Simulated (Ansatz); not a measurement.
Which YAML input does this script hand to the engine? (Ansatz's Python interface)

`c2h7b2f.py`
```python
"""Single point of C2H7B2F."""

from pathlib import Path

import ansatz
import numpy as np

geometry_ang = [
    ("C", (1.5158, -0.3491, -0.1802)),
    ("B", (-0.0413, -0.08, 0.0146)),
    ("C", (-0.6324, 1.3968, -0.0603)),
    ("B", (-1.0613, -1.3601, 0.2999)),
    ("F", (-2.477, -1.1357, 0.4792)),
    ("H", (1.6694, -1.0224, -1.0489)),
    ("H", (1.9256, -0.8295, 0.7323)),
    ("H", (2.057, 0.6024, -0.3611)),
    ("H", (-1.3795, 1.4556, -0.8787)),
    ("H", (0.1757, 2.1314, -0.256)),
    ("H", (-1.1233, 1.6485, 0.9026)),
    ("H", (-0.6287, -2.4578, 0.3565)),
]
geometry = ansatz.Crystal.molecule()
for symbol, xyz in geometry_ang:
    geometry = geometry.atom(symbol, xyz)

model = geometry.calculation().basis(gaussian="6-31G*").functional("pbe0").forces().orbitals()
out = model.run(runs_dir="runs")
report = out.report

for key in ("converged", "free_energy_ev", "reference_energy_ev", "n_frozen", "n_occupied", "n_virtual"):
    print(f"{key:22s} {report[key]}")

symbols = [site.symbol for site in geometry.cartesian_sites]
forces = np.array(report["forces_ev_ang"])
print("largest force", round(float(np.linalg.norm(forces, axis=1).max()), 4), "eV/A, rms", round(float(np.sqrt((forces ** 2).mean())), 4))

charges = report["charge_distribution"]
print("dipole moment", round(4.803205 * float(np.linalg.norm(charges["dipole_moment_e_ang"])), 3), "D")
print("Mulliken:", [(s, round(q, 3)) for s, q in zip(symbols, charges["mulliken_charges_e"])])

lines = Path(report["orbitals_path"]).read_text().splitlines()
field_of = lambda key: [line.split("=")[1].strip() for line in lines if line.startswith(key)]
orbitals = [(27.211386 * float(e), s, float(n)) for e, s, n in zip(field_of("Ene="), field_of("Spin="), field_of("Occup="))]
homo = max(e for e, _, n in orbitals if n > 0.5)
lumo = min(e for e, _, n in orbitals if n < 0.5)
print(f"HOMO {homo:.3f} eV, LUMO {lumo:.3f} eV, gap {lumo - homo:.3f} eV")
```

Running `python c2h7b2f.py` prints:
```text
converged              True
free_energy_ev         -6250.596415495213
reference_energy_ev    -6250.596415495213
n_frozen               0
n_occupied             [19, 19]
n_virtual              [70, 70]
largest force 3.6793 eV/A, rms 0.9571
dipole moment 1.36 D
Mulliken: [('C', -0.698), ('B', 0.312), ('C', -0.688), ('B', 0.325), ('F', -0.297), ('H', 0.184), ('H', 0.184), ('H', 0.174), ('H', 0.187), ('H', 0.166), ('H', 0.187), ('H', -0.038)]
HOMO -7.531 eV, LUMO -2.421 eV, gap 5.110 eV
```

`input.yaml`:
```yaml
crystal:
  periodic: [false, false, false]
  atoms:
    - { symbol: C, position_ang: [1.5158, -0.3491, -0.1802] }
    - { symbol: B, position_ang: [-0.0413, -0.08, 0.0146] }
    - { symbol: C, position_ang: [-0.6324, 1.3968, -0.0603] }
    - { symbol: B, position_ang: [-1.0613, -1.3601, 0.2999] }
    - { symbol: F, position_ang: [-2.477, -1.1357, 0.4792] }
    - { symbol: H, position_ang: [1.6694, -1.0224, -1.0489] }
    - { symbol: H, position_ang: [1.9256, -0.8295, 0.7323] }
    - { symbol: H, position_ang: [2.057, 0.6024, -0.3611] }
    - { symbol: H, position_ang: [-1.3795, 1.4556, -0.8787] }
    - { symbol: H, position_ang: [0.1757, 2.1314, -0.256] }
    - { symbol: H, position_ang: [-1.1233, 1.6485, 0.9026] }
    - { symbol: H, position_ang: [-0.6287, -2.4578, 0.3565] }
basis:
  gaussian:
    orbitals: "6-31G*"
hamiltonian:
  xc: pbe0
output:
  orbitals: {}
  forces: true
```

Total energies depend on the basis set; only differences at equal settings carry meaning. The geometry is a force-field or estimated start, not a minimum of this method, and the basis set is short of its limit. Levels such as HOMO and LUMO are orbital energies: with these approximate functionals they aren't the ionisation energy and electron affinity, and their gap isn't the fundamental gap. Run time: 3.5 s on 1 thread of Intel(R) Xeon(R) Platinum 8488C (Sapphire Rapids), with other jobs on the host, peak memory 0.24 GiB.

(A comment or docstring line of the script was reworded after the run, the code is as it ran; lines on the test bed's own set-up are left out of the output.)
